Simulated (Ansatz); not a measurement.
# H4OSSiTe: molecular dynamics

Aim: follow the molecule's vibrations and see whether its bonds hold. The start is relaxed first. Runs: 260 steps of 0.5 fs under a Nosé-Hoover thermostat at 1000 K. SMILES of the start: O[SiH](S)[TeH].

Method: RHF/def2-SVP, in Ansatz 0.2.0.

**1. The structure to begin with**

Bond lengths: O1–Si2 1.655 Å, Si2–S3 2.127 Å, Si2–Te4 2.437 Å, O1–H5 1.004 Å, Si2–H6 1.480 Å, S3–H7 1.441 Å, Te4–H8 1.739 Å. Angles: O1–Si2–S3 108.0°, O1–Si2–Te4 111.1°, O1–Si2–H6 109.7°, S3–Si2–Te4 108.2°, S3–Si2–H6 109.9°, Te4–Si2–H6 110.0°, Si2–O1–H5 109.0°, Si2–S3–H7 93.1°, Si2–Te4–H8 90.3°.

As a file:

```xyz
8

O    -0.9025    1.4632   -0.6100
Si    0.0117    0.5116    0.3893
S     1.8230    0.0463   -0.6240
Te   -1.1326   -1.5783    0.8991
H    -1.1361    0.9411   -1.4346
H     0.3074    1.2439    1.6408
H     2.3329   -0.7269    0.4794
H    -1.2117   -1.9579   -0.7957
```

**2. Preparing the start**

Input file input.yaml:

```yaml
crystal:
  periodic: [false, false, false]
  atoms:
    - { symbol: O, position_ang: [-0.9025, 1.4632, -0.61] }
    - { symbol: Si, position_ang: [0.0117, 0.5116, 0.3893] }
    - { symbol: S, position_ang: [1.823, 0.0463, -0.624] }
    - { symbol: Te, position_ang: [-1.1326, -1.5783, 0.8991] }
    - { symbol: H, position_ang: [-1.1361, 0.9411, -1.4346] }
    - { symbol: H, position_ang: [0.3074, 1.2439, 1.6408] }
    - { symbol: H, position_ang: [2.3329, -0.7269, 0.4794] }
    - { symbol: H, position_ang: [-1.2117, -1.9579, -0.7957] }
basis:
  gaussian: { orbitals: def2-SVP }
hamiltonian:
  xc: hf
relax:
  f_tol: 0.02
  max_steps: 40
```

Run with:

```bash
$ ansatz run input.yaml --threads 1 --pin off --max-ram 2048MiB --backend cpu --events-out ev --progress --plain --runs-dir out
```

The runs that follow: The run.

Before running it: what results should come out? Wanted: relaxation of the start; temperature, first and last step; temperature, second half; potential energy, second half; largest change of the conserved energy; bonds formed or broken.

**Answer**, as computed:

```
                              quantity                            value
               relaxation of the start          9 moves, 0.475 eV lower
                                length              260 steps of 0.5 fs
      temperature, first and last step                   1000 and 869 K
              temperature, second half  mean 1009 K, from 785 to 1372 K
         potential energy, second half     +142 meV/atom from the start
largest change of the conserved energy                    0.49 meV/atom
                bonds formed or broken                                0
```

Against a set 1000 K the second half averages 1009 K with a spread of 125 K. A thermostat time of 3 fs is as short as the fastest vibrations or shorter, so the thermostat can drive swings of its own. The conserved energy strays from its start by at most 0.49 meV/atom, 0.5 % of the mean kinetic energy, which is good for a step of 0.5 fs. The bonding pattern survives the run. 130 fs on 8 atoms is far too short and small for converged averages. The nuclei move classically, without zero-point motion, which matters most for hydrogen.
